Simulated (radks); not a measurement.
# Ionisation of Hf: one atom, several choices of exchange strength α

The task here is to estimate one member of a computed series from the others.

Program: radks (a radial shooting solver on a logarithmic mesh, Libxc functionals) version 1. Level of theory: scalar-relativistic Kohn-Sham, spin-polarised, spherical densities, point nucleus; open shells are filled with parallel spins first. These are calculated values, not measurements, unless marked.

**What is computed**

```
element       : hafnium (Z = 72)
charge        : 0
electrons     : 72
configuration : [Xe] 4f14 5d2 6s2
ion           : Hf⁺, [Xe] 4f14 5d1 6s2
choices       : α = 0.563; α = 0.573; α = 0.667; α = 0.727; α = 0.851; α = 0.935
```

The outer shells:

Hf
```
[Xe] core
4f [↑↓][↑↓][↑↓][↑↓][↑↓][↑↓][↑↓]
5d [↑ ][↑ ][  ][  ][  ]
6s [↑↓]
```

Hf⁺
```
[Xe] core
4f [↑↓][↑↓][↑↓][↑↓][↑↓][↑↓][↑↓]
5d [↑ ][  ][  ][  ][  ]
6s [↑↓]
```

The first run:

Input:

```text
Z 72
configuration [Xe] 4f14 5d2 6s2
relativity scalar-relativistic
functional xalpha 0.563
spin polarised
nucleus point
c 137.035999084
```

Among the steps run: α = 0.563: Hf.

One table of the session follows, with a row left open; its other results are not shown here.

From the orbitals of this run (lengths in bohr):

```
  level     <r>  outermost maximum (interpolated)  90 % within  nodes
  5p up   1.359                              1.17         2.01      3
5p down       ?                                 ?            ?      ?
  4f up  0.6917                             0.456         1.18      0
4f down  0.6872                             0.456         1.17      0
  6s up   3.502                              2.91         5.24      5
6s down   3.680                              2.97         5.59      5
  5d up   2.681                              1.77         4.53      2
5d down   2.976                              1.75         5.28      2
```

Estimate the missing values for 5p down.

**Answer.** <r>: 1.351; outermost maximum (interpolated): 1.16; 90 % within: 1.99; nodes: 3. In the column «<r>» it lies between 4f up (0.6917) and 5p up (1.359).

Limits of these values: Open shells are spherical and high-spin; term and fine-structure splittings are not resolved.
